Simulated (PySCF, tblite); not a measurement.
**C₂H₁₂FPSi₃: geometry, infrared bands and NMR shifts**

Aim: predict the infrared bands and NMR shifts of C₂H₁₂FPSi₃ (`F[Si@]([SiH3])(P)CC[SiH3]`).

Computed with tblite 0.8.0 and PySCF 2.14.0, with density-fitted response routines of our own, on a single molecule in the gas phase. Atoms count from 0, in the outputs and in this text.

## 1. Starting geometry

19 atoms, charge 0, multiplicity 1; geometry from: force field or distance geometry start.

Bonds of the start (Å): F0–Si1 1.66, Si1–Si2 2.23, Si1–P3 2.18, Si1–C4 1.90, C4–C5 1.52, C5–Si6 1.86, Si2–H7 1.48, Si2–H8 1.48, Si2–H9 1.46, P3–H10 1.46, P3–H11 1.46, C4–H12 1.11, C4–H13 1.10, C5–H14 1.10, C5–H15 1.12, Si6–H16 1.47, Si6–H17 1.48, Si6–H18 1.45.

## 2. Relaxing the molecule with GFN2-xTB

What the job is given:

```
{"job": {"kind": "relax", "xc": "GFN2-xTB", "basis": "xTB"}, "charge": 0, "multiplicity": 1}
F     -1.056000     1.163100    -1.877700
Si    -1.231600     0.682800    -0.300700
Si    -2.303500    -1.268400    -0.185200
P     -2.159700     2.266400     0.875300
C      0.468000     0.323100     0.464300
C      1.205700    -0.429500    -0.633700
Si     2.901500    -0.809000     0.037900
H     -1.757600    -2.111000     0.902700
H     -2.012400    -1.992200    -1.438100
H     -3.746100    -1.138600     0.015400
H     -2.299300     3.418400    -0.004900
H     -1.210600     2.663600     1.914500
H      0.356500    -0.260100     1.399200
H      0.997200     1.279300     0.627400
H      0.652300    -1.318500    -0.966900
H      1.298300     0.274000    -1.499100
H      3.086800    -0.028100     1.264900
H      2.925500    -2.255700     0.369000
H      3.875200    -0.450500    -0.972000
```

Launch:

```bash
$ OMP_NUM_THREADS=1 python probes_run.py task.json out
```

One launch serves the whole session: the jobs run in the order shown.

**Question.** This job is followed by: GFN2-xTB harmonic vibrations, gas phase; GIAO PBE0/pcSseg-1 NMR shielding, non-relativistic, gas phase. Predict these results of the whole session: strongest single infrared mode (GFN2-xTB); zero-point energy (GFN2-xTB); ¹³C shifts against TMS (PBE0/pcSseg-1); ¹H shifts against TMS (PBE0/pcSseg-1, means over atoms taken as alike); ¹⁹F shifts against CFCl3 (PBE0/pcSseg-1); ²⁹Si shifts against TMS (PBE0/pcSseg-1); ³¹P shifts against H3PO4 (PBE0/pcSseg-1); surface potential, 1st and 99th percentile.

**Answer**, as computed:

| quantity | value |
| --- | --- |
| strongest single infrared mode (GFN2-xTB) | 792 cm⁻¹, 385 km/mol |
| zero-point energy (GFN2-xTB) | 77.4 kcal/mol |
| ¹³C shifts against TMS (PBE0/pcSseg-1) | 22.7, 5.1 ppm |
| ¹H shifts against TMS (PBE0/pcSseg-1, means over atoms taken as alike) | 3.89, 3.52, 1.29, 1.24, 1.15, 0.53, 0.50 ppm |
| ¹⁹F shifts against CFCl3 (PBE0/pcSseg-1) | -214.5 ppm |
| ²⁹Si shifts against TMS (PBE0/pcSseg-1) | 60.6, -65.9, -116.1 ppm |
| ³¹P shifts against H3PO4 (PBE0/pcSseg-1) | -277.0 ppm |
| surface potential, 1st and 99th percentile | -1.06 V and 1.25 V |

In words: The optimisation took 274 steps and gained 1.000 eV; among the close pairs (by a distance rule), Si1–Si2 changed most, from 2.229 to 2.332 Å. No mode is imaginary among the 51: a minimum at this level. Unscaled tight-binding wavenumbers are off by several per cent, some by more. Its intensities can rank the bands wrongly. By nearest atom (PBE0/pcSseg-1), the HOMO sits on P3 53 %; Si1 14 % and the LUMO on Si1 28 %; Si2 12 %.
